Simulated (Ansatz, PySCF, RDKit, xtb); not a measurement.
**Solving InAlOF2, step by step**

Only the formula InAlOF2 is given. Aim: find the structure of lowest free energy at 400 K, then its properties.

Plan: many cheap relaxations first (GFN2-xTB), then density-functional screening, relaxation at PBE0-D3(BJ)/def2-SVP, vibrations and a final energy. The numbers are computed, not measured.

6 further runs of the same task are left out: 6 set aside as unsound or not needed.

## (1) Drawing up candidates

A program enumerates the bonding patterns with one Lewis structure each (two rings at most, one unusual centre or charged pair), with their diastereomers. O–O, O–halogen and N–halogen bonds and N–N–N chains are not drawn. That gives 9 candidates.

```
label                   SMILES     spin
 c450    [O-][In+][Al]([F])[F]  singlet
 c473      [F][In]([F])[O][Al]  triplet
 c586      [F][In]([F])[O][Al]  singlet
 c626  [F][Al-]1([F])[O][In+]1  singlet
 c687      [F][Al]1[O][In]1[F]  singlet
 c726      [F][Al]([F])[O][In]  triplet
 c762  [F][In-]1([F])[O][Al+]1  singlet
 c864    [O-][Al+][In]([F])[F]  singlet
 c868      [F][Al]([F])[O][In]  singlet
```

Candidates are built by distance geometry, with a force field where one applies, in up to four conformers (letters a to d). 16 starts with atoms placed at random are added, to find patterns that the rules miss.

Q: Predict the outcome of this search (final energies at CCSD(T)/def2-SVP + MP2/def2-TZVPP - MP2/def2-SVP).

| quantity | value |
| --- | --- |
| lowest structure found | [F][Al]([F])[O][In], singlet, C2v |
| next finalist | [O][Al]1[F][In][F]1 ‡, singlet, 52.5 kcal/mol higher in G |
| share at equilibrium, among the finalists | 100.0 % |
| harmonic wavenumbers, lowest and highest (PBE0-D3(BJ)/def2-SVP) | 29 and 1051 cm⁻¹ |
| rotational constants, same geometry | 0.2279, 0.02223, 0.02025 cm⁻¹ |
| dipole moment (PBE0/def2-TZVPD) | 4.55 D |
| HOMO energy (PBE0/def2-TZVPD) | -7.66 eV |
| LUMO energy (PBE0/def2-TZVPD) | -1.71 eV |
| HOMO–LUMO gap (PBE0/def2-TZVPD) | 5.96 eV |
| lowest excitation (TD-CAM-B3LYP/def2-SVPD) | 5.34 eV (f = 0.244) |
| strongest of the states computed, same level | 5.38 eV (f = 0.246) |
| lowest triplet excitation, same level, Tamm-Dancoff | 3.78 eV |
| vertical ionisation energy | 9.83 eV |
| vertical electron affinity | 0.25 eV |
| vertical triplet less singlet | +3.71 eV |

`[F][Al]([F])[O][In]` comes out lowest. Among the finalists first place is clear (52.5 kcal/mol); structures outside the list aren't covered. PBE0-D3(BJ)/def2-SVP, HF/def2-SVP and MP2/def2-SVP already put its bonding pattern lowest among the structures in one piece. A large T1 diagnostic among the finalists warns that one reference determinant may not suffice. It concerns: the finalist [F][Al]1[O][In]1[F] (singlet). Spin-orbit coupling, which matters for elements this heavy, is left out. Lowest found is not proven lowest: the search is finite, and each finalist counts with one conformer.

‡ marks the bonded skeleton alone, with all bonds drawn single: no Lewis structure was assigned that passes a check against the bond lengths.
